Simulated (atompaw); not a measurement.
# A PAW (atompaw) potential for gallium, from input to tests

Do these settings give a usable potential? It is generated, then checked for scattering, ghosts and hardness.

Method: atompaw 4.2.0.5, LDA (PW92), scalar-relativistic.

## 1. The atom and the settings

Typed settings, in words:

```json
{
  "element": "gallium (Ga, Z = 31)",
  "type": "PAW",
  "frozen core": "[Ar]",
  "valence charge": "13",
  "reference configuration": "3d10 4s2 4p1",
  "partial waves": "4s (bound): rc 1.70 bohr; 4s channel at 0.25 Ry: rc 1.70 bohr; 4p (bound): rc 1.70 bohr; 4p channel at 0.2 Ry: rc 1.70 bohr; 3d (bound): rc 1.20 bohr; 3d channel at 1.15 Ry: rc 1.20 bohr",
  "local potential": "ultrasoft scheme with l = 3 at 0.5 Ry, radius 1.50 bohr",
  "core correction": "smooth core density matched at 1.10 bohr",
  "augmentation charge": "besselshape compensation charge, radius 1.25 bohr; PAW radius 1.70 bohr; waves and projectors: custom rrkj gramschmidtortho"
}
```

## 2. The generation run

Ga.input reads:

```
Ga 31
LDA-PW scalarrelativistic loggrid 1500 logderivrange -3 5 201
4 4 3 0 0 0
4 1 1
0 0 0
c
c
c
v
c
c
v
v
2
1.70 1.25 1.50 1.10
y
0.25
n
y
0.2
n
y
1.15
n
custom rrkj gramschmidtortho besselshape
3 0.5 ultrasoft
1.70
1.70
1.70
1.70
1.20
1.20
PWSCFOUT
UPFDX 0.0125d0 UPFXMIN -7.d0 UPFZMESH 31.d0
END
```

Started as:

```sh
atompaw < Ga.input > Ga.log
```

What does the calculation give? Wanted: cutoffs for 10 and 1 mRy, occupied levels; bound ghosts; largest phase difference near zero energy, channels read; lowest eigenvalue of the overlap; share of valence orbitals outside the PAW sphere; UPF file.

**Answer**, as computed:

| quantity | value |
| --- | --- |
| cutoffs for 10 and 1 mRy, occupied levels | 100 Ry and 160 Ry |
| bound ghosts | p at -6.17 eV |
| largest phase difference near zero energy, channels read | 3.141 rad |
| lowest eigenvalue of the overlap (Bessel basis) | 0.458 (s) |
| share of valence orbitals outside the PAW sphere | 4s 74 %, 4p 91 %, 3d 5 % |
| UPF file | written |

**Reading.** It has a bound ghost (p), a state that the atom doesn't have, and that rules the file out. The potential is hard: the looser tolerance needs 100 Ry. The slowest occupied level is 3d: taken alone it needs 100 Ry to come within 1 mRy, against 15 Ry for 4s. Of the channels read, p scatters worst near zero energy, by up to 3.14 rad (at the energies tabulated). A step near π is an extra or missing state, not a misfit of shape. The pseudo curves have a pole with no partner nearby in the atom's: p at -0.45 Ry. These are tests on the free atom; a crystal test is still owed.
